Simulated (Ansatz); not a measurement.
# Ti3PO2 (P1) in Ansatz: convergence with k mesh

Aim: find how far k mesh must go before the results for Ti3PO2 settle, at LDA. This setting moves, with any that are tied to it; all else stays.

Everything below comes from runs of Ansatz 0.2.0. Logs are shortened: lines on timing, memory, paths and dates and some standing lists are left out, and cuts for length are marked.

### 1 The cell of the first run

The typed cell holds 6 atoms: a = 3.172 Å, b = 3.172 Å, c = 8.023 Å, α = 90.00°, β = 90.00°, γ = 120.00°.

The cell comes from a database or a generator and needn't be the stable form of this composition.

The cell isn't the ideal one: atoms moved at random, drawn with an rms of 0.05 Å.

### 2 With k mesh 3 × 3 × 1

The input, input.yaml:

```yaml
crystal:
  lattice:
    - [3.172410151, 0.0, 0.0]
    - [-1.5862050755, 2.747387782, 0.0]
    - [0.0, 0.0, 8.022821]
  atoms:
    - { symbol: Ti, position: [0.006326, 0.011938, -0.002308] }
    - { symbol: Ti, position: [0.666375, 0.335084, 0.29055] }
    - { symbol: Ti, position: [0.309674, 0.661499, 0.703126] }
    - { symbol: P, position: [-0.005096, 0.008509, 0.494845] }
    - { symbol: O, position: [0.640677, 0.320316, 0.850314] }
    - { symbol: O, position: [0.328272, 0.676366, 0.137601] }
hamiltonian:
  xc: lda
  pseudopotentials: { kind: nc, accuracy: standard }
kpoints:
  mp_grid: { grid: [3, 3, 1] }
scf:
  occupations: { method: gaussian, width: 0.05 }
output:
  forces: true
  stress: true
  eigenvalues: true
```

Potentials or basis: PseudoDojo standard (LDA files).

Started as:

```console
> ansatz run input.yaml --threads 2 --pin off --max-ram 5632MiB --backend cpu --events-out ev --progress --plain --runs-dir out
```

Wall time 3 s (2 threads of Arm Neoverse V1, shared host); peak memory 0.35 GiB.

What came out:

| Item | Value |
| --- | --- |
| Free energy | -5939.5660 eV |
| Pressure | -11.5 GPa |
| Largest force | 0.671 eV/Å |
| Band gap on the k mesh | none (metal or under the smearing width) |

### 3 With k mesh 4 × 4 × 2

Edit input.yaml of step 2 so:

```diff
@@ -16,3 +16,3 @@
 kpoints:
-  mp_grid: { grid: [3, 3, 1] }
+  mp_grid: { grid: [4, 4, 2] }
 scf:
```

Potentials or basis: PseudoDojo standard (LDA files).

Started as:

```console
> ansatz run input.yaml --threads 2 --pin off --max-ram 5632MiB --backend cpu --events-out ev --progress --plain --runs-dir out
```

Wall time 9.4 s (2 threads of Arm Neoverse V1, shared host); peak memory 0.41 GiB.

Results:

| Item | Value |
| --- | --- |
| Free energy | -5939.7847 eV |
| Pressure | -12.9 GPa |
| Largest force | 0.520 eV/Å |
| Band gap on the k mesh | none (metal or under the smearing width) |

### 4 With k mesh 5 × 5 × 2

Edit input.yaml of step 3 so:

```diff
@@ -16,3 +16,3 @@
 kpoints:
-  mp_grid: { grid: [4, 4, 2] }
+  mp_grid: { grid: [5, 5, 2] }
 scf:
```

Started as:

```console
> ansatz run input.yaml --threads 2 --pin off --max-ram 5632MiB --backend cpu --events-out ev --progress --plain --runs-dir out
```

Wall time 15 s (2 threads of Arm Neoverse V1, shared host); peak memory 0.44 GiB.

Results:

| Quantity | Value |
| --- | --- |
| Free energy | -5939.7682 eV |
| Pressure | -13.0 GPa |
| Largest force | 0.410 eV/Å |
| Band gap on the k mesh | none (metal or under the smearing width) |

### 5 With k mesh 6 × 6 × 2

Edit input.yaml of step 4 so:

```diff
@@ -16,3 +16,3 @@
 kpoints:
-  mp_grid: { grid: [5, 5, 2] }
+  mp_grid: { grid: [6, 6, 2] }
 scf:
```

Started as:

```console
> ansatz run input.yaml --threads 2 --pin off --max-ram 5632MiB --backend cpu --events-out ev --progress --plain --runs-dir out
```

It took 23 s on 2 threads of Arm Neoverse V1, shared host; peak memory 0.49 GiB.

What came out:

* Free energy: -5939.7544 eV
* Pressure: -13.0 GPa
* Largest force: 0.471 eV/Å
* Band gap on the k mesh: none (metal or under the smearing width)

### 6 With k mesh 7 × 7 × 3

Edit input.yaml of step 5 so:

```diff
@@ -16,3 +16,3 @@
 kpoints:
-  mp_grid: { grid: [6, 6, 2] }
+  mp_grid: { grid: [7, 7, 3] }
 scf:
```

Potentials or basis: PseudoDojo standard (LDA files).

Started as:

```console
> ansatz run input.yaml --threads 2 --pin off --max-ram 5632MiB --backend cpu --events-out ev --progress --plain --runs-dir out
```

Run time: 41 s. Hardware: 2 threads of Arm Neoverse V1, shared host; peak memory 0.64 GiB.

The run converged. Its results:

```
Free energy            : -5939.8104 eV
Pressure               : -13.1 GPa
Largest force          : 0.556 eV/Å
Band gap on the k mesh : none (metal or under the smearing width)
```

### 7 With k mesh 9 × 9 × 3

Edit input.yaml of step 6 so:

```diff
@@ -16,3 +16,3 @@
 kpoints:
-  mp_grid: { grid: [7, 7, 3] }
+  mp_grid: { grid: [9, 9, 3] }
 scf:
```

Started as:

```console
> ansatz run input.yaml --threads 2 --pin off --max-ram 5632MiB --backend cpu --events-out ev --progress --plain --runs-dir out
```

Wall time 68 s (2 threads of Arm Neoverse V1, shared host); peak memory 0.85 GiB.

The run converged. Its results:

- Free energy: -5939.7997 eV
- Pressure: -13.1 GPa
- Largest force: 0.498 eV/Å
- Band gap on the k mesh: none (metal or under the smearing width)

### 8 With k mesh 11 × 11 × 4

Edit input.yaml of step 7 so:

```diff
@@ -16,3 +16,3 @@
 kpoints:
-  mp_grid: { grid: [9, 9, 3] }
+  mp_grid: { grid: [11, 11, 4] }
 scf:
```

Started as:

```console
> ansatz run input.yaml --threads 2 --pin off --max-ram 5632MiB --backend cpu --events-out ev --progress --plain --runs-dir out
```

Wall time 2.4 min (2 threads of Arm Neoverse V1, shared host); peak memory 1.4 GiB.

The run converged. Its results:

```yaml
Free_energy: -5939.7937 eV
Pressure: -13.1 GPa
Largest_force: 0.443 eV/Å
Band_gap_on_the_k_mesh: none (metal or under the smearing width)
```

### 9 With k mesh 13 × 13 × 5

Edit input.yaml of step 8 so:

```diff
@@ -16,3 +16,3 @@
 kpoints:
-  mp_grid: { grid: [11, 11, 4] }
+  mp_grid: { grid: [13, 13, 5] }
 scf:
```

Potentials or basis: PseudoDojo standard (LDA files).

Started as:

```console
> ansatz run input.yaml --threads 2 --pin off --max-ram 5632MiB --backend cpu --events-out ev --progress --plain --runs-dir out
```

Run time: 4.2 min. Hardware: 2 threads of Arm Neoverse V1, shared host; peak memory 2.1 GiB.

The run converged. Its results:

| Property | Result |
| --- | --- |
| Free energy | -5939.7987 eV |
| Pressure | -13.1 GPa |
| Largest force | 0.439 eV/Å |
| Band gap on the k mesh | none (metal or under the smearing width) |

### 10 With k mesh 16 × 16 × 6

Edit input.yaml of step 9 so:

```diff
@@ -16,3 +16,3 @@
 kpoints:
-  mp_grid: { grid: [13, 13, 5] }
+  mp_grid: { grid: [16, 16, 6] }
 scf:
```

Potentials or basis: PseudoDojo standard (LDA files).

Started as:

```console
> ansatz run input.yaml --threads 2 --pin off --max-ram 5632MiB --backend cpu --events-out ev --progress --plain --runs-dir out
```

What it wrote:

```text
Warning: RAYON_NUM_THREADS=2 ignored (pool sized by the plan → 2); use --threads N
Engine: ansatz 0.2.0, aarch64-unknown-linux-gnu
Pseudopotentials: kind: nc
Pseudopotential: Ti, nc, valence charge 12, recommended cutoff 1142.878222 eV (normal), Ti.nc.azcp (PseudoDojo's, or run here from an input of PseudoDojo's; its table is named by hamiltonian.pseudopotentials.accuracy)
Pseudopotential: P, nc, valence charge 5, recommended cutoff 653.07327 eV (normal), P.nc.azcp (PseudoDojo's, or run here from an input of PseudoDojo's; its table is named by hamiltonian.pseudopotentials.accuracy)
Pseudopotential: O, nc, valence charge 6, recommended cutoff 1142.878222 eV (normal), O.nc.azcp (PseudoDojo's, or run here from an input of PseudoDojo's; its table is named by hamiltonian.pseudopotentials.accuracy)
Functional definition: SPW92
  exchange = slater_x
  correlation = pw_c
Crystal: 6 atoms, lattice volume = 69.926 Å³
Basis set: ecut = 1142.878222 eV, 6123 PW (Γ)
Bands: 33, of which v1, the nominal top of the filled ones, is band 27 counted from 1 (26 counted from 0)
Symmetry: 1 space group operations
Space group: P1 (ITA 1), of the structure as read, at distance tolerance 4.1e-5 Å
k-points: 772 of 1536 (time reversal used)
Non-local potential: Ti, projectors of the file, l = 0: 2, l = 1: 2, l = 2: 2
Non-local potential: P, projectors of the file, l = 0: 2, l = 1: 2, l = 2: 2
Non-local potential: O, projectors of the file, l = 0: 2, l = 1: 2, l = 2: 1
Initial density: superposition of atomic densities (chi_scale 0.1, normalization cell, long waves 50 % of neutral atoms (reshape's long-wave potential 1.50 eV rms, cloud 2.26 Å wide))
Initial wavefunctions: pseudopotential atomic-orbital guess
Functional: x = slater, c = lda
SCF iter   1: F=—  HF=-5947.879684 eV  |F-HF|=—  |Δ(HF+E_count)|=         —  Δρ=1.83e-1  dr2=8.67e1  ethr=3.10e-3  ⟨swp⟩=6.3  Hψ=112878  notcnv=0
preconditioner: auto → Kerker (q_TF=auto, 2.605 Å⁻¹)  [metal: Δε(μ)=0.001 eV  Ē_g=7.393 eV  σ=0.050 eV  W_gap=0.01  n_scr=24 (ndim 8)  ℏωp=23.9 eV  f_vac=0.000  D(μ)=5.38/eV (n_scr^D=50)]
SCF iter   2: F=—  HF=-5942.127047 eV  |F-HF|=—  |Δ(HF+E_count)|=    5.75e0  Δρ=1.12e-1  dr2=1.04e1  ethr=3.10e-3  ⟨swp⟩=5.0  Hψ=74217  notcnv=0  defer=1111
SCF iter   3: F=—  HF=-5941.199861 eV  |F-HF|=—  |Δ(HF+E_count)|=   9.27e-1  Δρ=5.82e-2  dr2=1.80e1  ethr=3.10e-3  ⟨swp⟩=3.9  Hψ=57348  notcnv=0  defer=988
SCF iter   4: F=—  HF=-5940.227874 eV  |F-HF|=—  |Δ(HF+E_count)|=   9.72e-1  Δρ=4.43e-2  dr2=1.86e0  ethr=3.10e-3  ⟨swp⟩=4.0  Hψ=71279  notcnv=0  defer=1098
SCF iter   5: F=—  HF=-5939.866669 eV  |F-HF|=—  |Δ(HF+E_count)|=   3.61e-1  Δρ=2.14e-2  dr2=3.59e-1  ethr=3.10e-3  ⟨swp⟩=3.1  Hψ=45045  notcnv=0  defer=1106
SCF iter   6: F=—  HF=-5939.823427 eV  |F-HF|=—  |Δ(HF+E_count)|=   4.32e-2  Δρ=1.33e-2  dr2=3.78e-1  ethr=6.78e-4  ⟨swp⟩=3.5  Hψ=47371  notcnv=0  defer=1097
SCF iter   7: F=—  HF=-5939.813777 eV  |F-HF|=—  |Δ(HF+E_count)|=   9.65e-3  Δρ=1.13e-2  dr2=2.07e-1  ethr=6.78e-4  ⟨swp⟩=3.4  Hψ=33379  notcnv=0  defer=1101
SCF iter   8: F=—  HF=-5939.799653 eV  |F-HF|=—  |Δ(HF+E_count)|=   1.41e-2  Δρ=1.83e-3  dr2=3.71e-3  ethr=3.90e-4  ⟨swp⟩=2.5  Hψ=32599  notcnv=0  defer=1108
SCF iter   9: F=—  HF=-5939.799211 eV  |F-HF|=—  |Δ(HF+E_count)|=   4.43e-4  Δρ=1.18e-3  dr2=2.56e-3  ethr=7.00e-6  ⟨swp⟩=2.1  Hψ=44974  notcnv=0  defer=1108
SCF iter  10: F=—  HF=-5939.799102 eV  |F-HF|=—  |Δ(HF+E_count)|=   1.09e-4  Δρ=2.64e-4  dr2=1.05e-4  ethr=4.82e-6  ⟨swp⟩=1.4  Hψ=25591  notcnv=0  defer=1107
SCF iter  11: F=—  HF=-5939.799094 eV  |F-HF|=—  |Δ(HF+E_count)|=   7.83e-6  Δρ=1.18e-4  dr2=7.63e-6  ethr=1.98e-7  ⟨swp⟩=2.1  Hψ=38450  notcnv=0  defer=1107
SCF iter  12: F=—  HF=-5939.799262 eV  |F-HF|=—  |Δ(HF+E_count)|=   1.68e-4  Δρ=2.44e-5  dr2=3.37e-7  ethr=1.44e-8  ⟨swp⟩=2.0  Hψ=37494  notcnv=0  defer=1107
SCF iter  13: F=—  HF=-5939.799262 eV  |F-HF|=—  |Δ(HF+E_count)|=   2.19e-8  Δρ=1.02e-5  dr2=1.45e-7  ethr=1.89e-10  ⟨swp⟩=14.1  Hψ=158861  notcnv=0
SCF iter  14: F=-5939.799262 eV  HF=-5939.799262 eV  |F-HF|=3.01e-8  |Δ(HF+E_count)|=   1.11e-8  Δρ=4.69e-6  dr2=3.24e-8  ethr=1.89e-10  ⟨swp⟩=4.9  Hψ=83485  notcnv=0
SCF 1 converged in 14 iterations: F = -5939.799262 eV  dr2 = 3.24e-8
SCF converged after 14 iterations
Free energy (F): -5939.799262 eV
Harris-Foulkes:  -5939.799262 eV  (|F-HF|=3.01e-8)
Internal energy: -5939.793653 eV  (E = F + TS)
E sigma→0 (E₀):  -5939.796458 eV
Entropy (-TS):   -0.005609 eV (-0.935 meV/atom)
Fermi energy:    15.103855 eV
--- Per-component energies (eV) ---
  E_band       = -367.032540
  E_kinetic    = 2605.452363
  E_local      = -4483.822456  (includes V_loc(G=0)·N_el)
  E_nonlocal   = -95.643737
  E_hartree    = 1360.183735
  E_xc         = -991.113906
  E_vxc        = -1113.387164  (∫ρ·V_xc dr)
  E_ewald      = -4334.849651
  E_smearing   = -0.005609  (= −TS)
  E_closure    = 0.000000  (closes the sum)
  Σ components = -5939.799262   (vs F -5939.799262, Δ=0.00e0)
--- Forces (eV/Å), atoms counted from 1 ---
  atom   1  Ti    -0.25819130    -0.13882628    -0.12081444
  atom   2  Ti    -0.13539810     0.10572330    -0.42372130
  atom   3  Ti     0.09681131     0.00422563     0.27541086
  atom   4  P     -0.02990515    -0.20404614     0.09932000
  atom   5  O      0.19539435     0.32683151     0.19404089
  atom   6  O      0.13129006    -0.09390767    -0.02441746
  max |Σ_I F_I| component: 1.81e-4 eV/Å
--- Stress (GPa, compression-positive) ---
      -13.027223      -0.076907       0.051112
       -0.076907     -13.356421      -0.203573
        0.051112      -0.203573     -12.895440
  P = ⅓ Tr σ = -13.0930 GPa (-130.930 kbar)
--- Band table (eV; the first three rows and the last of 772) ---
  k-point 0: bands = ["-42.3546", "-41.9004", "-41.8452", "-19.0979", "-18.8608", "-18.8498", "-18.5678", "-18.4173", "-18.4010", "-18.3851", "-18.3417", "-18.3347", "-5.9981", "-5.2071", "2.4465", "6.8559", "7.7869", "7.8974", "7.9394", "9.0168", "9.0505", "11.5184", "14.2140", "14.2456", "14.2754", "14.3781", "14.4384", "15.0289", "15.2495", "15.2928", "15.3773", "15.6739", "15.7698"]
  k-point 1: bands = ["-42.3546", "-41.9004", "-41.8452", "-19.0994", "-18.8608", "-18.8498", "-18.5593", "-18.4239", "-18.4010", "-18.3853", "-18.3417", "-18.3347", "-5.9956", "-5.2101", "2.4547", "6.6855", "7.8359", "7.8944", "8.1559", "9.0237", "9.0577", "11.3193", "14.1293", "14.1701", "14.3070", "14.3788", "14.4567", "14.9534", "15.3542", "15.3792", "15.5287", "15.6200", "15.7376"]
  k-point 2: bands = ["-42.3546", "-41.9005", "-41.8451", "-19.1024", "-18.8608", "-18.8498", "-18.5392", "-18.4408", "-18.4011", "-18.3856", "-18.3418", "-18.3348", "-5.9907", "-5.2160", "2.4714", "6.4532", "7.8409", "7.8881", "8.6279", "9.0376", "9.0722", "10.8883", "13.9939", "14.0233", "14.3433", "14.4387", "14.5335", "14.8788", "15.2288", "15.2644", "15.8235", "15.8838", "16.0054"]
  k-point 771: bands = ["-42.3154", "-41.8676", "-41.8125", "-19.2289", "-18.9821", "-18.9264", "-18.6683", "-18.5893", "-18.4902", "-18.4525", "-18.4178", "-18.4005", "-5.4543", "-5.1618", "4.6746", "6.2810", "7.4164", "8.0023", "8.1879", "8.4815", "8.5823", "9.2199", "10.9758", "13.0005", "13.2215", "13.5873", "15.9084", "16.0616", "16.1908", "16.2881", "16.4029", "16.7806", "16.9229"]
```

Run time: 7.8 min. Hardware: 2 threads of Arm Neoverse V1, shared host; peak memory 3.6 GiB.

Results:

```yaml
Free_energy: -5939.7993 eV
Pressure: -13.1 GPa
Largest_force: 0.457 eV/Å
Band_gap_on_the_k_mesh: none (metal or under the smearing width)
```

### 11 The series at a glance

```csv
k mesh,"energy less the tightest run, at zero smearing (meV/atom)",pressure (GPa),largest force (eV/Å),SCF cycles,CPU time (s),peak memory (GiB)
3 × 3 × 1,39.15,-11.49,0.671,14,5.9,0.35
4 × 4 × 2,3.09,-12.88,0.520,14,18,0.41
5 × 5 × 2,5.81,-12.99,0.410,16,30,0.44
6 × 6 × 2,7.91,-12.98,0.471,18,46,0.49
7 × 7 × 3,-1.79,-13.13,0.556,14,82,0.64
9 × 9 × 3,-0.07,-13.11,0.498,14,130,0.85
11 × 11 × 4,1.03,-13.07,0.443,14,280,1.4
13 × 13 × 5,0.14,-13.08,0.439,14,500,2.1
16 × 16 × 6,0.00,-13.09,0.457,14,940,3.6
```

Against the tightest run, the energy stays within 1 meV/atom from 13 × 13 × 5 on; the pressure stays within 0.1 GPa from 7 × 7 × 3 on. Not settled before the last step: the largest force (to 0.005 eV/Å). Meshes of other sizes hit other points, so gaps and Fermi surfaces needn't settle smoothly. The tightest run that finished is the yardstick and may itself not be fully converged.

Caveats: an odd number of electrons without spin polarisation forces a metal; a magnetic or distorted state may lie lower; semilocal functionals often make such compounds metallic where correlation or magnetic order opens a gap, which also shifts bond lengths.
